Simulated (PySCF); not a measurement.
# LiBe+: from the state search to spectroscopic constants

One table from this session's results is given with a row withheld; the runs are named, their logs left out.

Program: PySCF 2.14.0. Level of theory: Li aug-cc-pVDZ, Be aug-cc-pVDZ, no relativity. These are calculated values, not measurements.

The first run:

Settings of the job:

```json
{"atoms": "Li, Be", "charge": "1", "basis": "Li aug-cc-pVDZ, Be aug-cc-pVDZ", "Hamiltonian": "no relativity", "basis functions": "46", "electrons treated": "6", "masses in u": "7.0160, 9.0122", "levels": "PBE0, PBE, r²SCAN, BHandHLYP, MN15, LDA, HF, MP2, SCS-MP2, CCSD, CCSD(T)", "grid": "80 radial by 434 angular points", "occupations": "held fixed by the projection of orbital angular momentum", "dissociation limit": "Li+ + Be, each in its ground configuration", "starting distance in angstrom": "2.345", "values of 2S to try": "0, 2"}
```

Started as:

```console
$ OMP_NUM_THREADS=1 python dia.py task.json out
```

Steps of the session up to this table: Set-up; The PBE0 curve of the state that the search chose; Excited determinants; PBE; r²SCAN; BHandHLYP (global hybrid GGA); MN15; LDA; RHF (mean field); Adding correlation.

One table of the session follows, with a row left open; its other results are not shown here.

```
      level  Re (Å)  ωe (cm⁻¹)  De (eV)
        RHF   2.654        316     0.62
    RHF-MP2   2.602        308     0.63
RHF-SCS-MP2   2.593        305     0.63
   RHF-CCSD   2.591        302     0.58
RHF-CCSD(T)   2.591        302     0.58
        LDA   2.590        322     0.71
        PBE   2.609        321     0.69
     r²SCAN   2.643        310     0.62
       PBE0   2.604        327     0.69
       MN15       ?          ?        ?
  BHandHLYP   2.587        332     0.70
```

**Question.** Estimate the row for MN15.

As computed: Re (Å): 2.714; ωe (cm⁻¹): 264.6; De (eV): 0.56. In the column «Re (Å)» it is the highest.

De is counted to Li+ + Be in their ground configurations.
